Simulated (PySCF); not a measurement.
# C2H7AlN2: the cost of one run

Computed with PySCF 2.14.0, with density-fitted response routines of our own, on a single molecule in the gas phase. Atoms count from 0, in the outputs and in this text.

**1. The starting structure**

12 atoms, charge 0, multiplicity 1; geometry from: GFN2-xTB. The atoms were then displaced at random by about 0.01 Å, so the start is not that level's minimum.

Bonds of the start (Å): C0–C1 1.57, C1–N2 1.46, N2–Al3 1.82, Al3–N4 1.80, N4–C0 1.45, C0–H5 1.07, C0–H6 1.09, C1–H7 1.09, C1–H8 1.07, N2–H9 0.99, Al3–H10 1.47, N4–H11 1.02.

**2. Relaxing the molecule at PBE0-D3(BJ)/def2-SVP**

What the job is given:

```
{"job": {"xc": "PBE0", "basis": "def2-SVP", "d3": "d3bj", "grid": 1, "shake": 0.01, "kind": "geom"}, "charge": 0, "multiplicity": 1}
C     -0.379060    -1.009290     0.343610
C     -0.994770     0.172060    -0.490470
N      0.067150     1.053430    -0.964330
Al     1.499890     0.855180     0.146220
N      0.801970    -0.541480     1.033830
H     -0.169410    -1.811650    -0.339190
H     -1.150040    -1.336810     1.047360
H     -1.684500     0.737680     0.132780
H     -1.550450    -0.236270    -1.314380
H     -0.239590     1.674960    -1.672560
H      2.760370     1.601220     0.295470
H      1.078130    -1.187300     1.772640
```

Run with:

```console
> OMP_NUM_THREADS=1 python probes_run.py task.json out
```

This one command runs all jobs of the session in turn.

**Question.** How long does this first job take on 1 thread of Arm Neoverse N1, shared host, and how much memory does it need?

About 56 s, with a peak of 0.46 GiB.
